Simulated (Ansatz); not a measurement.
Crystal: HfIn4SiO6.

```xyz
12
Lattice="2.7159 -4.7036 0.0083 2.7159 4.7036 0.0083 -1.8792 0.0000 7.4013" Properties=species:S:1:pos:R:3 pbc="T T T"
Hf    2.7159   -2.7125    0.0083
In    1.7763   -1.1453    3.7090
In    2.7159    0.4231    0.0083
In    1.7763    2.0313    3.7090
In    1.7763   -4.3098    3.7090
Si    2.7159    3.5589    0.0083
O    -1.1497    0.2444    6.4159
O     4.7022    0.2444    1.0021
O     1.9910   -1.2091    6.4253
O     1.5616   -1.2091    0.9927
O     1.8741    2.2355    0.9933
O     1.6785    2.2355    6.4246
```

The cell was built by a generator and needn't be a form met in nature.

```yaml
Program: Ansatz 0.2.0
Task: relaxation of cell and atoms
Functional: PBEsol
Potentials_or_basis: all-electron PAW datasets made for the crystal
k_mesh: 4 × 4 × 2
Occupations: fermi-dirac, width 0.05 eV
Spin: no spin polarisation
```

At the start: volume 15.77 Å³/atom.

Where does the relaxation end?

Over 7 steps the energy falls by 11.1 meV/atom and the volume is 14.97 Å³/atom (-5.1 %); space group C2 (No. 5, to 0.05 Å).

The path:
| step | energy change (eV) | largest force (eV/Å) | volume (Å³) |
| --- | --- | --- | --- |
| 1 | 0.0000 | 0.1805 | 189.24 |
| 2 | -0.0835 | 0.3888 | 175.73 |
| 3 | -0.1302 | 0.1254 | 180.45 |
| 4 | -0.1326 | 0.0484 | 179.98 |
| 5 | -0.1335 | 0.0073 | 179.64 |
| 6 | -0.1335 | 0.0035 | 179.67 |
| 7 | -0.1334 | 0.0035 | 179.67 |

Final structure:
```yaml
crystal:
  lattice:
    - [2.68255, -4.64285, 0.01883]
    - [2.68255, 4.64285, 0.01883]
    - [-1.82688, 0.00000, 7.20019]
  atoms:
    - { symbol: Hf, position: [0.78832, 0.21168, 0.00000] }
    - { symbol: In, position: [0.62096, 0.37904, 0.50000] }
    - { symbol: In, position: [0.45505, 0.54495, 0.00000] }
    - { symbol: In, position: [0.28470, 0.71530, 0.50000] }
    - { symbol: In, position: [0.95841, 0.04159, 0.50000] }
    - { symbol: Si, position: [0.12164, 0.87836, 0.00000] }
    - { symbol: O, position: [0.06221, 0.11397, 0.86359] }
    - { symbol: O, position: [0.88603, 0.93779, 0.13641] }
    - { symbol: O, position: [0.79578, 0.53857, 0.86332] }
    - { symbol: O, position: [0.46143, 0.20422, 0.13668] }
    - { symbol: O, position: [0.15276, 0.62845, 0.13635] }
    - { symbol: O, position: [0.37155, 0.84724, 0.86365] }
```

Caveat: the k mesh is coarse (spacing up to 0.42 Å⁻¹), so the values aren't converged; the k mesh is thin for a metal, which can move the energy by tens of meV per atom.
